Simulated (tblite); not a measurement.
# BeF2GeH2: the cost of one run

Computed with tblite 0.8.0 and PySCF 2.14.0; each step states its level. No surroundings beyond the atoms listed, unless a continuum is named. Atoms count from 0, parts from 1.

## 1. The system as given

6 atoms, charge 0, multiplicity 1; geometry: rigid parts in contact. Parts: 1 = atoms 0–2, `[F][Ge][F]`, charge 0; 2 = atoms 3–5, `[BeH2]`, charge 0.

## 2. Docking the parts with GFN2-xTB

What the job is given:

```
{"job": {"kind": "dock", "xc": "GFN2-xTB", "basis": "xTB"}, "charge": 0, "multiplicity": 1, "parts": [{"atoms": "0-2", "charge": 0, "multiplicity": 1}, {"atoms": "3-5", "charge": 0, "multiplicity": 1}]}
F     -0.415261    -1.318697    -0.009795
Ge     0.386554     0.134437    -0.702955
F      0.028707     1.184260     0.712750
Be     2.620425     0.019440    -2.243626
H      3.019970    -0.972966    -1.541855
H      2.221014     1.011474    -2.945566
```

With the program's defaults for keys left out, this is: GFN2-xTB search for minima from random contacts, gas phase.

Launch:

```console
$ OMP_NUM_THREADS=1 python cluster_run.py task.json out
```

This one command runs all jobs of the session in turn.

**Question.** How long does this first job take on 1 thread of Arm Neoverse V2, shared host?

About 4.3 s.
